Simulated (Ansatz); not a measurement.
Input of an Ansatz 0.2.0 run:

File input.yaml:

```yaml
crystal:
  lattice:
    - [3.811, 0.0, 0.0]
    - [-1.9055, 3.3004228138, 0.0]
    - [0.0, 0.0, 6.136]
  atoms:
    - { symbol: Sn, position: [0.0, 0.0, 0.0] }
    - { symbol: Se, position: [0.6666666667, 0.3333333333, 0.751] }
    - { symbol: Se, position: [0.3333333333, 0.6666666667, 0.249] }
hamiltonian:
  xc: { exchange: b88, correlation: pbe }
  pseudopotentials: { kind: paw }
kpoints:
  mp_grid: { grid: [8, 8, 5] }
scf:
  occupations: { method: fermi_dirac, width: 0.05 }
output:
  forces: true
  stress: true
relax:
  f_tol: 0.01
  max_steps: 40
  cell: { stress_tol: 0.05 }
```

Potentials or basis: Ansatz PAW.

The run is started by

```bash
$ ansatz run input.yaml --threads 2 --pin off --max-ram 5120MiB --backend cpu --events-out ev --progress --plain --runs-dir out
```

(1) Predict the relaxed cell.

(2) What does it give for the band gap on the k mesh?

Results:

(1) a = 3.873 Å, b = 3.873 Å, c = 9.216 Å, α = 90.00°, β = 90.00°, γ = 120.00°.

(2) 0.79 eV.

Caveat: odd divisions of the mesh miss points on the zone boundary, where band edges often lie, so the gap on the mesh can be too wide; the plane-wave basis is chosen anew once the cell has moved, so the energies of steps on either side of that aren't comparable; spin-orbit coupling is left out, which moves the levels of the heavy elements.
